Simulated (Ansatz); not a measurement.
# C₂H₉NSi: one species, many methods

The task here is to estimate one member of a computed series from the others.

Method: functionals in def2-TZVPP, the program's frozen cores in correlated methods; program: Ansatz 0.2.0, Gaussian basis.

Plan: LDA (SPW92), PBE-D4, revPBE-D4, BLYP-D4, r2SCAN-D4, B97M-V, PBE0-D4, B3LYP-D4, r2SCANh-D4, r2SCAN0-D4, HSE06-D4, BHLYP-D4, CAM-B3LYP-D4, LC-ωPBE, ωB97X-V, ωB97M-V, B2PLYP, PBE-QIDH; CCSD(T)/def2-SVP; CCSD(T)/def2-TZVPP; MP2/def2-QZVPP; extrapolation to the limit; RPA on PBE.

### The relaxed structure

All runs share one geometry, relaxed beforehand with PBE0-D4 in a triple-zeta def2 set.

SMILES `CN(C)[SiH3]`, 13 atoms, charge 0, spin multiplicity 1.

Atoms are counted from 1 here; the program's logs count them from 0.

Bond lengths: C1–N2 1.442 Å, C1–H5 1.101 Å, C1–H6 1.097 Å, C1–H7 1.092 Å, N2–C3 1.442 Å, N2–Si4 1.717 Å, C3–H8 1.097 Å, C3–H9 1.101 Å, C3–H10 1.092 Å, Si4–H11 1.497 Å, Si4–H12 1.487 Å, Si4–H13 1.487 Å. Angles: N2–C1–H5 112.8°, N2–C1–H6 110.4°, N2–C1–H7 110.5°, H5–C1–H6 107.4°, H5–C1–H7 107.9°, H6–C1–H7 107.7°, C1–N2–C3 113.7°, C1–N2–Si4 120.9°, C3–N2–Si4 120.9°, N2–C3–H8 110.4°, N2–C3–H9 112.8°, N2–C3–H10 110.5°, H8–C3–H9 107.4°, H8–C3–H10 107.7°, H9–C3–H10 107.9°, N2–Si4–H11 115.3°, N2–Si4–H12 107.9°, N2–Si4–H13 107.9° and more.

Set-up of the first run:

The input, in.yaml:

```yaml
crystal:
  periodic: [false, false, false]
  atoms:
    - {symbol: C, position_ang: [-0.853399, 1.051464, -0.567418]}
    - {symbol: N, position_ang: [-0.064295, 0.101377, 0.176945]}
    - {symbol: C, position_ang: [1.257324, 0.576782, 0.503671]}
    - {symbol: Si, position_ang: [-0.404351, -1.580401, 0.101948]}
    - {symbol: H, position_ang: [-0.416110, 1.292475, -1.548479]}
    - {symbol: H, position_ang: [-0.947511, 1.991470, -0.009415]}
    - {symbol: H, position_ang: [-1.860696, 0.663664, -0.735383]}
    - {symbol: H, position_ang: [1.197400, 1.509099, 1.079020]}
    - {symbol: H, position_ang: [1.870059, 0.778322, -0.388362]}
    - {symbol: H, position_ang: [1.787117, -0.156700, 1.115698]}
    - {symbol: H, position_ang: [0.068741, -2.275320, -1.137069]}
    - {symbol: H, position_ang: [-1.879715, -1.752298, 0.167039]}
    - {symbol: H, position_ang: [0.265635, -2.234734, 1.256705]}
basis:
  gaussian: {orbitals: def2-TZVPP}
hamiltonian: {xc: lda}
output: {orbitals: {seedname: orbitals}}
```

Launch:

```console
$ ansatz run in.yaml --threads 4 --pin off --events-out ev --progress --plain --max-ram 10444MiB
```

Among the steps run: LDA; PBE-D4 (GGA); revPBE-D4 (GGA); BLYP-D4 (GGA); r2SCAN-D4 (meta-GGA); B97M-V (meta-GGA); B3LYP-D4 (hybrid); r2SCANh-D4 (hybrid); r2SCAN0-D4 (hybrid); HSE06-D4 (hybrid); BHLYP-D4 (hybrid); CAM-B3LYP-D4 (range-separated); LC-ωPBE (range-separated); ωB97X-V (range-separated); ωB97M-V (range-separated); B2PLYP (double hybrid); PBE-QIDH (double hybrid).

One table of the session follows, with a row left open; its other results are not shown here.

It belongs to the step «Orbital energies across the functionals». 

```
  functional  HOMO (eV)  LUMO (eV)  gap (eV)
 LDA (SPW92)      -5.17      -0.55      4.63
      PBE-D4      -5.09      -0.28      4.82
   revPBE-D4      -5.06      -0.15      4.90
     BLYP-D4      -4.99      -0.16      4.83
   r2SCAN-D4      -5.32       0.18      5.51
      B97M-V      -5.53      -0.16      5.37
     PBE0-D4          ?          ?         ?
    B3LYP-D4      -6.19       0.33      6.52
  r2SCANh-D4      -5.82       0.46      6.27
  r2SCAN0-D4      -6.56       0.85      7.42
    HSE06-D4      -5.99       0.19      6.18
    BHLYP-D4      -7.65       1.34      8.99
CAM-B3LYP-D4      -7.76       1.48      9.24
     LC-ωPBE      -9.08       2.69     11.77
     ωB97X-V      -8.77       2.51     11.28
     ωB97M-V      -8.69       2.16     10.85
```

**Question.** Estimate the row for PBE0-D4.

As computed: HOMO (eV): -6.39; LUMO (eV): 0.56; gap (eV): 6.96. In the column «HOMO (eV)» it lies between r2SCAN0-D4 (-6.56) and B3LYP-D4 (-6.19).
